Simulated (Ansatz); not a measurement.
The system is Mg6CrNi.

```
Ni Cr Mg
1.0
     4.82267    0.00000    0.00000
     0.00000    3.03269    5.23484
     0.00000   -3.03269    5.23484
Ni Cr Mg
1 1 6
Direct
  0.50000 0.83249 0.83249
  0.50000 0.33305 0.33305
  0.00000 0.17120 0.17120
  0.00000 0.67489 0.67489
  0.00000 0.66612 0.15581
  0.00000 0.15581 0.66612
  0.50000 0.83432 0.33214
  0.50000 0.33214 0.83432
```

The cell comes from a database or a generator and needn't be the stable form of this composition.

| Quantity | Value |
| --- | --- |
| Program | Ansatz 0.2.0 |
| Task | single point |
| Functional | PBE |
| Potentials or basis | Ansatz PAW |
| Cutoff | 420 eV (not typed: the program's choice for these potentials) |
| k mesh | 6 × 5 × 5 |
| Occupations | fermi-dirac, width 0.05 eV |
| Spin | collinear spin, ferromagnetic start |
| Starting moments | [1.0, 3.0, 0.0, 0.0, 0.0, 0.0, 0.0, 0.0] μB |

On this cell: pressure 0.1 GPa; largest force 0.056 eV/Å; net moment 3.82 μB per cell; site moments Ni -0.01; Cr +3.67; Mg -0.02, -0.01, -0.03 μB; band gap on the k mesh none (metal or under the smearing width).

The same run follows on a disturbed copy (atoms moved at random, drawn with an rms of 0.05 Å):

```xyz
8
Lattice="4.8227 0.0000 0.0000 0.0000 3.0327 5.2348 0.0000 -3.0327 5.2348" Properties=species:S:1:pos:R:3 pbc="T T T"
Ni    2.3844   -0.0270    8.7122
Cr    2.3812   -0.0056    3.5235
Mg   -0.0040   -0.0107    1.8106
Mg    0.0081   -0.0179    7.0093
Mg    0.0098    1.4876    4.3157
Mg    0.0118   -1.5679    4.2934
Mg    2.4462    1.5022    6.0658
Mg    2.4453   -1.5462    6.1411
```

Q: What changes?

A: The energy (extrapolated to zero smearing) moves by +4.2 meV/atom; pressure 0.2 GPa; largest force 0.322 eV/Å; net moment 3.81 μB per cell; site moments Ni -0.00; Cr +3.64; Mg -0.02, -0.01, -0.03 μB; band gap on the k mesh none (metal or under the smearing width).

Forces on the atoms (eV/Å):
```
Ni   0.050 -0.028 -0.027
Cr   0.161 -0.101 -0.166
Mg   0.087 -0.076 -0.026
Mg   0.092 -0.007  0.308
Mg  -0.025  0.271 -0.153
Mg  -0.036 -0.172 -0.008
Mg  -0.167  0.108  0.152
Mg  -0.163  0.005 -0.080
```

Stress tensor (GPa, compression positive):
```
 0.37 -0.01  0.04
-0.01 -0.06  0.12
 0.04  0.12  0.15
```
